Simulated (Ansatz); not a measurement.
# GeH₆OSSi: one species, many methods

How much do the methods differ for GeH₆OSSi? The plan is to run it at one geometry with functionals of several rungs and with coupled cluster, and see how far each lands from CCSD(T) at the basis-set limit for the atomisation energy.

Computed with Ansatz 0.2.0, Gaussian basis. Level: functionals in def2-TZVPP, the program's frozen cores in correlated methods.

The runs, in order: PBE-D4, r2SCAN-D4, PBE0-D4, B3LYP-D4, ωB97X-V, ωB97M-V, B2PLYP; CCSD(T)/def2-TZVPP; MP2/def2-QZVPP; extrapolation to the limit.

## (1) The relaxed structure

All runs share one geometry, relaxed beforehand with PBE0-D4 in a triple-zeta def2 set.

SMILES `O[SiH2][S][GeH3]`, 10 atoms, charge 0, spin multiplicity 1.

Atoms are counted from 1 here; the program's logs count them from 0.

Bond lengths: O1–Si2 1.648 Å, O1–H5 0.959 Å, Si2–S3 2.115 Å, Si2–H6 1.488 Å, Si2–H7 1.483 Å, S3–Ge4 2.231 Å, Ge4–H8 1.534 Å, Ge4–H9 1.537 Å, Ge4–H10 1.533 Å. Angles: Si2–O1–H5 116.8°, O1–Si2–S3 109.1°, O1–Si2–H6 108.4°, O1–Si2–H7 112.1°, S3–Si2–H6 111.6°, S3–Si2–H7 105.7°, H6–Si2–H7 110.0°, Si2–S3–Ge4 97.1°, S3–Ge4–H8 106.0°, S3–Ge4–H9 108.9°, S3–Ge4–H10 110.1°, H8–Ge4–H9 110.7°, H8–Ge4–H10 110.6°, H9–Ge4–H10 110.5°.

## (2) PBE-D4 (GGA)

The input, in.yaml:

```yaml
crystal:
  periodic: [false, false, false]
  atoms:
    - {symbol: O, position_ang: [-0.083484, 1.219646, 1.392688]}
    - {symbol: Si, position_ang: [0.020928, -0.424830, 1.426170]}
    - {symbol: S, position_ang: [1.303998, -1.068911, -0.126583]}
    - {symbol: Ge, position_ang: [0.266148, -0.015249, -1.796742]}
    - {symbol: H, position_ang: [-0.920806, 1.605577, 1.654796]}
    - {symbol: H, position_ang: [-1.348900, -0.985732, 1.271793]}
    - {symbol: H, position_ang: [0.633982, -0.919273, 2.683048]}
    - {symbol: H, position_ang: [0.572128, -0.825555, -3.063085]}
    - {symbol: H, position_ang: [-1.244646, -0.001203, -1.513765]}
    - {symbol: H, position_ang: [0.800653, 1.415531, -1.928311]}
basis:
  gaussian: {orbitals: def2-TZVPP}
hamiltonian: {xc: pbe, dispersion: d4}
output: {forces: true, orbitals: {seedname: orbitals}}
```

On the command line:

```sh
> ansatz run in.yaml --threads 2 --pin off --events-out ev --progress --plain --max-ram 22528MiB --backend cpu
```

The runs that follow: r2SCAN-D4 (meta-GGA); PBE0-D4 (hybrid); B3LYP-D4 (hybrid); ωB97X-V (range-separated); ωB97M-V (range-separated); B2PLYP (double hybrid); CCSD(T) in def2-TZVPP; MP2 in def2-QZVPP.

Q: Predict the results of all the runs planned. Wanted: atomisation energy, CCSD(T)/CBS; farthest; mean size of error, hybrid; mean size of error, range-separated; gap, smallest and largest; T1 diagnostic; triples share of the correlation energy.

As calculated:

| quantity | value |
| --- | --- |
| atomisation energy, CCSD(T)/CBS | 3121.9 kJ/mol |
| functionals within 31.2 kJ/mol (1.0 %) | r2SCAN-D4, ωB97X-V, ωB97M-V |
| farthest | B2PLYP (-73.6 kJ/mol) |
| mean size of error, hybrid | 53.3 kJ/mol |
| mean size of error, range-separated | 11.8 kJ/mol |
| gap, smallest and largest | 5.14 eV (PBE-D4), 11.58 eV (ωB97X-V) |
| T1 diagnostic | 0.0115 |
| triples share of the correlation energy | 3.7 % |

**Reading.** PBE-D4 is off by -32.8 kJ/mol. Double hybrids carry the basis error of their MP2 part in triple zeta, and no dispersion term here, so their miss is partly the set-up's. The reference freezes the cores and leaves out relativity and excitations past (T), and its outer-core shells are covered unevenly, so misses under about 31.2 kJ/mol can't be ranked. Hartree-Fock recovers 72 % of the binding; the rest is correlation. The gap grows from 5.1 to 11.6 eV across the functionals, mostly with the share of exact exchange. Correlated methods include outer-core shells of Ge, which these sets cover unevenly.
